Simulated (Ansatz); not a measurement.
# ClH5NOSbSi: the cost of one run

Method: RKS r2SCAN-D4/def2-SVP, in Ansatz 0.2.0.

## Step 1: The starting structure

Bond lengths: N1–Si2 1.731 Å, Si2–O3 1.703 Å, Si2–Cl4 2.133 Å, Si2–Sb5 2.513 Å, N1–H6 1.087 Å, N1–H7 1.081 Å, O3–H8 0.946 Å, Sb5–H9 1.796 Å, Sb5–H10 1.730 Å. Angles: N1–Si2–O3 108.0°, N1–Si2–Cl4 110.6°, N1–Si2–Sb5 110.6°, O3–Si2–Cl4 110.0°, O3–Si2–Sb5 110.2°, Cl4–Si2–Sb5 107.5°, Si2–N1–H6 108.6°, Si2–N1–H7 107.1°, H6–N1–H7 101.4°, Si2–O3–H8 105.7°, Si2–Sb5–H9 92.2°, Si2–Sb5–H10 92.2°, H9–Sb5–H10 92.8°.

Coordinates:

```xyz
10

N    -1.2621   -0.4021   -0.5917
Si    0.3719   -0.6055   -0.0592
O     0.3605   -1.6443    1.2906
Cl    1.5691   -1.4438   -1.6133
Sb    1.3819    1.6114    0.5579
H    -1.8144    0.1296    0.1795
H    -1.2481    0.3292   -1.3879
H     0.0131   -2.4671    0.9774
H    -0.0591    2.0774    1.5240
H     0.7702    2.3640   -0.8743
```

## Step 2: End point A

Input file input.yaml:

```yaml
crystal:
  periodic: [false, false, false]
  atoms:
    - { symbol: "N", position_ang: [-1.2621, -0.4021, -0.5917] }
    - { symbol: Si, position_ang: [0.3719, -0.6055, -0.0592] }
    - { symbol: O, position_ang: [0.3605, -1.6443, 1.2906] }
    - { symbol: Cl, position_ang: [1.5691, -1.4438, -1.6133] }
    - { symbol: Sb, position_ang: [1.3819, 1.6114, 0.5579] }
    - { symbol: H, position_ang: [-1.8144, 0.1296, 0.1795] }
    - { symbol: H, position_ang: [-1.2481, 0.3292, -1.3879] }
    - { symbol: H, position_ang: [0.0131, -2.4671, 0.9774] }
    - { symbol: H, position_ang: [-0.0591, 2.0774, 1.524] }
    - { symbol: H, position_ang: [0.7702, 2.364, -0.8743] }
basis:
  gaussian: { orbitals: def2-SVP }
hamiltonian:
  xc: r2scan
  dispersion: d4
relax:
  f_tol: 0.015
  max_steps: 40
```

On the command line:

```
$ ansatz run input.yaml --threads 2 --pin off --max-ram 3072MiB --backend cpu --events-out ev --progress --plain --runs-dir out
```

What time and memory should one allow on 2 threads of Arm Neoverse V2, shared host?

About 68 s, with a peak of 0.21 GiB.
